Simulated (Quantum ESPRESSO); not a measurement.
Runs of Quantum ESPRESSO 7.5 on GaS2. The cell holds a sheet with vacuum, 3 atoms: a = 2.583 Å, b = 2.583 Å, c = 34.301 Å, α = 90.00°, β = 90.00°, γ = 90.00°. The cell was built by a generator and needn't be a form met in nature.

| k mesh | mesh quality | gap on the mesh (eV) | largest force (eV/Å) | work function (eV) |
| --- | --- | --- | --- | --- |
| 10 × 10 × 1 | not flagged | none | 0.04 | (a) |
| 8 × 8 × 1 | not flagged | none | 0.21 | 4.96 |
| 12 × 12 × 1 | not flagged | none | 0.04 | 5.20 |
| 6 × 6 × 1 | coarse | none | 0.17 | (b) |

Alike in all rows: task work function; level PBE; potentials or basis PseudoDojo 0.4.1 SR PBE standard; no spin polarisation; cell as given; cutoff (eV) 1088; smearing fermi-dirac 0.05 eV.

Q: Fill in the values left out.

A: (a) 5.12; (b) 5.25.

Caveats: some runs use coarse meshes.

A k mesh can miss the band edges, and the runs leave out spin-orbit coupling on Ga.

A gap of «none» marks a metal or a gap under the smearing width.
